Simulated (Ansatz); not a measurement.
# PtC2: the cost of one run

Method: DFT PBE, scalar-relativistic, plane waves, PAW, in Ansatz 0.2.0.

### 1 The structure to begin with

The structure is orthorhombic, space group Pnnm (No. 58). Conventional cell: a = 3.906 Å, b = 4.767 Å, c = 2.976 Å, α = 90.00°, β = 90.00°, γ = 90.00°. Pt (site symmetry 2/m) is surrounded by 6 C at 1.97 to 1.98 Å. Around C (site symmetry m) lie 1 C at 1.95 Å and 3 Pt at 1.97 to 1.98 Å.

Structure file:

```
Pt C
1.0
     3.90591    0.00000    0.00000
     0.00000    4.76713    0.00000
     0.00000    0.00000    2.97596
Pt C
2 4
Cartesian
  0.0000 0.0000 0.0000
  1.9530 2.3836 1.4880
  0.7827 1.8053 0.0000
  3.1232 2.9618 0.0000
  2.7357 0.5783 1.4880
  1.1702 4.1889 1.4880
```

This is candidate A: marcasite type (Pnnm, No. 58).

(A quick probe on a coarse mesh, which set the mesh and smearing, is not shown.)

### 3 Rough relaxation on the coarse mesh (candidate A)

input.yaml reads:

```yaml
crystal:
  lattice:
    - [3.9059052123, 0.0, 0.0]
    - [0.0, 4.7671271689, 0.0]
    - [0.0, 0.0, 2.9759612588]
  atoms:
    - { symbol: Pt, position: [0.0, 0.0, 0.0] }
    - { symbol: Pt, position: [0.5, 0.5, 0.5] }
    - { symbol: C, position: [0.2004, 0.3787, 0.0] }
    - { symbol: C, position: [0.7996, 0.6213, 0.0] }
    - { symbol: C, position: [0.7004, 0.1213, 0.5] }
    - { symbol: C, position: [0.2996, 0.8787, 0.5] }
basis:
  ecutwfc: 420
kpoints:
  mp_grid: { grid: [4, 4, 6] }
hamiltonian:
  xc: pbe
scf:
  occupations: { method: gaussian, width: 0.1 }
  lower_state_search: "off"
output:
  forces: true
  stress: true
  eigenvalues: true
relax:
  adjacent_minimum: "off"
  f_tol: 0.04
  max_steps: 70
  cell: { stress_tol: 0.4 }
```

Run with:

```console
ansatz run input.yaml --threads 1 --pin off --max-ram 2560MiB --backend cpu --events-out ev --progress --plain --runs-dir out
```

**Question.** How long does this run take on 1 thread of Intel Xeon 6975P-C (Granite Rapids), shared host, and how much memory does it need?

About 15 s, with a peak of 0.42 GiB.
